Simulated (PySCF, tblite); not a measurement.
# C2H14NPSi4: geometry, infrared bands and NMR shifts

Wanted: the infrared bands and NMR shifts of C2H14NPSi4 (`C[Si@@H]1[SiH2][Si@H](C)[Si@@]1(N)P`), by calculation.

Computed with tblite 0.8.0 and PySCF 2.14.0, with density-fitted response routines of our own, on a single molecule in the gas phase. Atoms count from 0, in the outputs and in this text.

**1. The starting structure**

22 atoms, charge 0, multiplicity 1; geometry from: force field or distance geometry start.

Bonds of the start (Å): C0–Si1 1.85, Si1–Si2 2.27, Si2–Si3 2.28, Si3–C4 1.84, Si3–Si5 2.28, Si5–N6 1.69, Si5–P7 2.17, Si5–Si1 2.27, C0–H8 1.09, C0–H9 1.08, C0–H10 1.10, Si1–H11 1.49, Si2–H12 1.49, Si2–H13 1.50, Si3–H14 1.49, C4–H15 1.09, C4–H16 1.10, C4–H17 1.09, N6–H18 1.02, N6–H19 1.02, P7–H20 1.42, P7–H21 1.42.

**2. Optimising the geometry with GFN2-xTB**

Job settings and geometry (Å):

```
{"job": {"kind": "relax", "xc": "GFN2-xTB", "basis": "xTB"}, "charge": 0, "multiplicity": 1}
C      2.728400    -0.089500     0.158600
Si     1.364400    -0.396500    -1.048300
Si     0.255900     1.505400    -1.589800
Si    -1.261200     1.040100     0.046000
C     -0.843400     1.850300     1.646000
Si    -0.544900    -1.117500    -0.046800
N     -0.338300    -1.885100     1.446100
P     -1.773000    -2.452000    -1.237200
H      3.124700    -1.026700     0.562200
H      3.549400     0.442200    -0.307900
H      2.389800     0.515700     1.010200
H      1.799800    -1.217600    -2.206800
H      1.016200     2.759200    -1.352000
H     -0.358700     1.432700    -2.950700
H     -2.688300     1.221400    -0.340900
H      0.203700     1.713200     1.932000
H     -1.021400     2.934000     1.590700
H     -1.453600     1.456900     2.460100
H      0.102200    -2.796300     1.331700
H     -1.235700    -2.089400     1.886100
H     -3.032500    -2.173000    -0.635500
H     -1.993900    -1.608200    -2.354500
```

Launch:

```bash
OMP_NUM_THREADS=1 python probes_run.py task.json out
```

This one command runs all jobs of the session in turn.

**Question.** This job is followed by: GFN2-xTB harmonic vibrations, gas phase; GIAO PBE0/pcSseg-1 NMR shielding, non-relativistic, gas phase. What will the session give for the following? strongest single infrared mode (GFN2-xTB); zero-point energy (GFN2-xTB); ¹³C shifts against TMS (PBE0/pcSseg-1, means over atoms taken as alike); ¹H shifts against TMS (PBE0/pcSseg-1, means over atoms taken as alike); ²⁹Si shifts against TMS (PBE0/pcSseg-1, means over atoms taken as alike); ¹⁵N shifts against NH3 (PBE0/pcSseg-1); ³¹P shifts against H3PO4 (PBE0/pcSseg-1); surface potential, 1st and 99th percentile.

As calculated:

| quantity | value |
| --- | --- |
| strongest single infrared mode (GFN2-xTB) | 2164 cm⁻¹, 466 km/mol |
| zero-point energy (GFN2-xTB) | 94.3 kcal/mol |
| ¹³C shifts against TMS (PBE0/pcSseg-1, means over atoms taken as alike) | -6.4 ppm |
| ¹H shifts against TMS (PBE0/pcSseg-1, means over atoms taken as alike) | 4.71, 3.52, 3.37, 1.27, 0.51, 0.44 ppm |
| ²⁹Si shifts against TMS (PBE0/pcSseg-1, means over atoms taken as alike) | 3.9, -35.0, -117.9 ppm |
| ¹⁵N shifts against NH3 (PBE0/pcSseg-1) | 20.6 ppm |
| ³¹P shifts against H3PO4 (PBE0/pcSseg-1) | -289.9 ppm |
| surface potential, 1st and 99th percentile | -0.87 V and 1.58 V |

What this shows: The optimisation took 259 steps and gained 0.856 eV; among the close pairs (by a distance rule), Si1–Si5 changed most, from 2.273 to 2.414 Å. All 60 modes are real, so the xTB geometry is a minimum. The strongest single mode, at 2164 cm⁻¹, moves mainly H13 and H12. GFN2-xTB is a fitted tight-binding method: band positions and strengths are rough. Its intensities can rank the bands wrongly. By nearest atom (PBE0/pcSseg-1), the HOMO sits on N6 20 %; Si1, Si5 about 18 % each and the LUMO on Si5 16 %; Si1, Si2, Si3 about 11 % each.
